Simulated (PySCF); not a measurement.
# MP2/STO-6G run of GeF2 (SMILES [F][Ge][F])

What is the vertical ionisation energy of GeF2 at MP2/STO-6G? Input form: a Python script.

The calculation is run with PySCF 2.14.0.

6 further runs of the same task are left out: 6 set aside as unsound or not needed.

### 1 The structure to begin with

GeF2 has 3 atoms, charge 0, and is taken as a singlet. As SMILES, `[F][Ge][F]`. The coordinates come from a PBE0-D4/def2-TZVP relaxation.

Bond lengths: F1–Ge2 1.745 Å, Ge2–F3 1.745 Å. Angles: F1–Ge2–F3 97.2°.

### 2 The energy at MP2/STO-6G

Contents of run.py:

```python
# [F][Ge][F]
from pyscf import gto, mp

mol = gto.Mole()
mol.atom = '''
F     -0.675900    -1.101800    -0.497500
Ge     0.637500    -0.295200     0.320200
F      0.027600     1.332100     0.164100
'''
mol.max_memory = 1860
mol.verbose = 3
mol.basis = 'sto-6g'
mol.build()

mf = mol.RHF()
mf.conv_tol = 1e-10
mf.kernel()
if not mf.converged:
    mf = mf.newton().run(mf.mo_coeff, mf.mo_occ)

pt = mp.MP2(mf, frozen=11).run()
etot = pt.e_tot
print('E = %.10f Eh' % etot)
```

Started as:

```bash
$ OMP_NUM_THREADS=1 python run.py
```

Standard output:

```text
converged SCF energy = -2262.18764308016
E(RMP2) = -2262.2614918782  E_corr = -0.0738487980356583
E(SCS-RMP2) = -2262.262996536  E_corr = -0.0753534558368729
E = -2262.2614918782 Eh
```

Wall time 1.4 s (1 thread of Arm Neoverse V1, shared host); peak memory 0.12 GiB.

### 3 The doublet cation at the same level

Contents of calc.py:

```python
from pyscf import gto, mp

system = gto.M(
    atom='F -0.675900 -1.101800 -0.497500; Ge 0.637500 -0.295200 0.320200; F 0.027600 1.332100 0.164100',
    verbose=3,
    basis='sto-6g',
    charge=1,
    max_memory=1860,
    spin=1,
)

calc0 = system.UHF()
calc0.conv_tol = 1e-10
calc0.kernel()
if not calc0.converged:
    calc0 = calc0.newton().run(calc0.mo_coeff, calc0.mo_occ)

pt = mp.MP2(calc0, frozen=11).run()
energy = pt.e_tot
print('E = %.10f Eh' % energy)
```

Started as:

```bash
$ OMP_NUM_THREADS=1 python calc.py
```

Standard output:

```text
converged SCF energy = -2261.93882599189  <S^2> = 0.8129797  2S+1 = 2.0620181
E(UMP2) = -2262.01804275344  E_corr = -0.0792167615508278
E(SCS-UMP2) = -2262.01739795075  E_corr = -0.0785719588619433
E = -2262.0180427534 Eh
```

Wall time 1.5 s (1 thread of Arm Neoverse V1, shared host); peak memory 0.12 GiB.

### 4 What came out

Level: MP2/STO-6G, 11 core orbitals frozen.

```
                                                                  quantity           value
                                                singlet GeF2: total energy  -2262.26149 Eh
                        singlet GeF2: dipole moment (Hartree–Fock density)          1.00 D
                         singlet GeF2: HOMO energy (Hartree–Fock orbitals)        -7.13 eV
                         singlet GeF2: LUMO energy (Hartree–Fock orbitals)         4.98 eV
                       singlet GeF2: HOMO–LUMO gap (Hartree–Fock orbitals)        12.11 eV
                singlet GeF2: correlation energy (11 core orbitals frozen)       -73.8 mEh
                                              doublet cation: total energy  -2262.01804 Eh
doublet cation: HOMO energy (Hartree–Fock orbitals) (highest over α and β)       -18.02 eV
 doublet cation: LUMO energy (Hartree–Fock orbitals) (lowest over α and β)        -6.32 eV
              doublet cation: correlation energy (11 core orbitals frozen)       -79.2 mEh
                         doublet cation: ⟨S²⟩ of the reference determinant           0.813
                        vertical ionisation energy (to the doublet cation)        6.625 eV
```

**Reading.** The vertical ionisation energy comes to 6.62 eV (639 kJ/mol). In a minimal basis such a difference can be off by several eV, whatever the method. Mulliken charges (singlet GeF2) of the mean-field density run from -0.34 on F1 to +0.69 on Ge2; they depend strongly on the basis. Mulliken charges (doublet cation) of the mean-field density run from -0.14 on F1 to +1.28 on Ge2; they depend strongly on the basis.
